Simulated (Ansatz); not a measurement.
ZnH in Ansatz: convergence with scf exx energy threshold

The system is ZnH.

```
Zn H
1.0
     0.00000    2.33471    2.33471
     2.33471    0.00000    2.33471
     2.33471    2.33471    0.00000
Zn H
1 1
Direct
  0.00000 0.00000 0.00000
  0.25000 0.25000 0.25000
```

The cell was built by a generator and needn't be a form met in nature.

| Item | Value |
| --- | --- |
| Program | Ansatz 0.2.0 |
| Task | convergence study |
| Functional | PBE0 |
| Potentials or basis | Ansatz PAW |
| Cutoff | 420 eV (not typed: the program's choice for these potentials) |
| k mesh | 5 × 5 × 5 |
| Occupations | methfessel-paxton, width 0.1 eV |
| Spin | no spin polarisation |

These are the settings of the first run; the series varies scf exx energy threshold, with any setting tied to it.

Hardware: 2 threads of Arm Neoverse V2 (shared host).

```csv
scf exx energy threshold,"energy less the tightest run, at zero smearing (meV/atom)",SCF cycles,CPU time (s),peak memory (GiB)
0.01,0.00,29,12,0.54
0.001,0.00,27,11,0.53
0.0001,0.00,28,12,0.54
1e-05,0.00,26,11,0.53
1e-06,0.00,27,11,0.54
1e-07,0.00,30,11,0.54
```

Against the tightest run, the energy stays within 1 meV/atom from 0.01 on. The tightest run that finished is the yardstick and may itself not be fully converged.

Caveat, for the tightest run too: the k mesh is coarse (spacing up to 0.47 Å⁻¹), so the values aren't converged, least of all with exact exchange.
